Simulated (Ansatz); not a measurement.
# BAsH4: vertical ionisation energy

An exercise on one series of results from a longer session: the logs are not shown, and one member is left open.

Method: unrestricted cation, the program's frozen cores in correlated methods; program: Ansatz 0.2.0, Gaussian basis.

The runs, in order: UKS PBE-D4/def2-TZVPP; UKS r2SCAN-D4/def2-TZVPP; UKS PBE0-D4/def2-TZVPP; UKS B3LYP-D4/def2-TZVPP; UKS wB97X-V/def2-TZVPP; UKS wB97M-V/def2-TZVPP; UKS B2PLYP/def2-TZVPP; UHF-CCSD(T)/def2-TZVPP; UHF-MP2/def2-QZVPP; extrapolation to the limit; then −ε(HOMO) from the neutral's earlier runs with LDA (SPW92), PBE-D4, revPBE-D4, BLYP-D4, r2SCAN-D4, B97M-V, PBE0-D4, B3LYP-D4, r2SCANh-D4, r2SCAN0-D4, HSE06-D4, BHLYP-D4, CAM-B3LYP-D4, LC-ωPBE, ωB97X-V, ωB97M-V.

### The geometry

An earlier PBE0-D4 in a triple-zeta def2 set relaxation fixed the geometry.

6 atoms, charge 0, spin multiplicity 1.

Atoms are counted from 1 here; the program's logs count them from 0.

Bond lengths: B1–As2 1.979 Å, B1–H3 1.193 Å, B1–H4 1.193 Å, As2–H5 1.512 Å, As2–H6 1.512 Å. Angles: As2–B1–H3 119.5°, As2–B1–H4 119.5°, H3–B1–H4 120.5°, B1–As2–H5 100.6°, B1–As2–H6 100.6°, H5–As2–H6 97.8°.

Set-up of the first run:

in.yaml reads:

```yaml
crystal:
  periodic: [false, false, false]
  atoms:
    - {symbol: B, position_ang: [-0.022385, -0.933143, 0.127560]}
    - {symbol: As, position_ang: [0.438729, 0.981992, 0.319335]}
    - {symbol: H, position_ang: [-0.893556, -1.396678, 0.797859]}
    - {symbol: H, position_ang: [0.675987, -1.641512, -0.530917]}
    - {symbol: H, position_ang: [0.785042, 1.327978, -1.110934]}
    - {symbol: H, position_ang: [-0.941717, 1.597363, 0.350896]}
basis:
  gaussian: {orbitals: def2-TZVPP}
total_charge: 1
magnetization: {spin_polarized: true, initial_magnetization: 1}
hamiltonian: {xc: pbe, dispersion: d4}
```

The run is started by

```sh
> ansatz run in.yaml --threads 2 --pin off --events-out ev --progress --plain --max-ram 4352MiB
```

Among the steps run: Cation, UKS PBE-D4/def2-TZVPP; Cation, UKS r2SCAN-D4/def2-TZVPP; Cation, UKS PBE0-D4/def2-TZVPP; Cation, UKS B3LYP-D4/def2-TZVPP; Cation, UKS wB97X-V/def2-TZVPP; Cation, UKS wB97M-V/def2-TZVPP; Cation, UKS B2PLYP (frozen core)/def2-TZVPP; Cation, UHF-CCSD(T)/def2-TZVPP; Cation, UHF-MP2/def2-QZVPP.

One table of the session follows, with a row left open; its other results are not shown here.

Orbital estimates, from the neutral's runs:

| functional | −ε(HOMO) (eV) |
| --- | --- |
| LDA (SPW92) | 6.55 |
| PBE-D4 | 6.41 |
| revPBE-D4 | 6.35 |
| BLYP-D4 | 6.25 |
| r2SCAN-D4 | 6.63 |
| B97M-V | ? |
| PBE0-D4 | 7.42 |
| B3LYP-D4 | 7.21 |
| r2SCANh-D4 | 7.01 |
| r2SCAN0-D4 | 7.57 |
| HSE06-D4 | 7.02 |
| BHLYP-D4 | 8.29 |
| CAM-B3LYP-D4 | 8.65 |
| LC-ωPBE | 9.95 |
| ωB97X-V | 9.62 |
| ωB97M-V | 9.51 |

**Question.** Estimate the row for B97M-V.

**Answer.** −ε(HOMO) (eV): 6.65. In the column «−ε(HOMO) (eV)» it lies between r2SCAN-D4 (6.63) and r2SCANh-D4 (7.01).
